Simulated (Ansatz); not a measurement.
# Cs2MnS2: the cost of one run

Method: DFT r²SCAN+U (U_eff = 1 eV on Mn d), plane waves, PAW, in Ansatz 0.2.0.

**1. The system as given**

The structure is orthorhombic, space group Ibam (No. 72). Conventional cell: a = 7.589 Å, b = 13.781 Å, c = 6.414 Å, α = 90.00°, β = 90.00°, γ = 90.00°. Around Cs (site symmetry m) lie 6 S at 3.51 to 4.02 Å and 2 Mn at 3.69 Å and 2 Cs at 4.00 Å. Mn (site symmetry 222) is surrounded by 4 S at 2.47 Å. S (site symmetry m) is surrounded by 2 Mn at 2.47 Å and 4 Cs at 3.51 to 3.61 Å.

Structure file:

```xyz
10
Lattice="-3.7945 6.8905 3.2070 3.7945 -6.8905 3.2070 3.7945 6.8905 -3.2070" Properties=species:S:1:pos:R:3 pbc="T T T"
Cs    2.6015    2.0727    0.0000
Cs    1.1930    4.8178    3.2070
Cs    2.6015   -2.0727    3.2070
Cs    1.1930    8.9632    0.0000
Mn    0.0000    0.0000    1.6035
Mn    0.0000    0.0000    4.8105
S    -2.4444    5.5772    3.2070
S     6.2389    1.3133    0.0000
S     1.3501    1.3133    3.2070
S     2.4444    5.5772    0.0000
```

Magnetic order typed: opposed in the cell.

An earlier series on this cell reached its lowest free state from «random orbitals: single harmonics, first filling», perhaps among other starts.

**2. From atoms, default search**

The input, input.yaml:

```yaml
crystal:
  lattice:
    - [-3.79449994, 6.89049988, 3.20699995]
    - [3.79449994, -6.89049988, 3.20699995]
    - [3.79449994, 6.89049988, -3.20699995]
  atoms:
    - { symbol: Cs, position: [0.1504, 0.3428, 0.4932] }
    - { symbol: Cs, position: [0.8496, 0.6572, 0.5068] }
    - { symbol: Cs, position: [0.3496, 0.8428, 0.1924] }
    - { symbol: Cs, position: [0.6504, 0.1572, 0.8076] }
    - { symbol: Mn, position: [0.25, 0.25, 0.0], spin: 5.0 }
    - { symbol: Mn, position: [0.75, 0.75, 0.0], spin: -5.0 }
    - { symbol: S, position: [0.9047, 0.1779, 0.0826] }
    - { symbol: S, position: [0.0953, 0.8221, 0.9174] }
    - { symbol: S, position: [0.5953, 0.6779, 0.2732] }
    - { symbol: S, position: [0.4047, 0.3221, 0.7268] }
basis:
  ecutwfc: 500
  ecutrho_ratio: 4
kpoints:
  mp_grid: { grid: [4, 4, 4] }
hamiltonian:
  xc: r2scan
  hubbard:
    sites: [{ site: 4, l: d, u_eff: 1.0 }, { site: 5, l: d, u_eff: 1.0 }]
scf:
  occupations: { method: gaussian, width: 0.05 }
output:
  forces: true
  stress: true
  eigenvalues: true
  populations: true
  hubbard: { sites: [{ site: 4, l: d }, { site: 5, l: d }] }
  write_density: true
  write_potential: true
  elf: true
  volumetric_format: npy
magnetization:
  spin_polarized: true
```

Command:

```sh
> ansatz run input.yaml --threads 8 --pin off --max-ram 12288MiB --backend cpu --events-out ev --progress --plain --runs-dir out
```

**Question.** How long does this run take on 8 threads of Arm Neoverse V2, shared host, and how much memory does it need?

About 33 s, with a peak of 2.7 GiB.
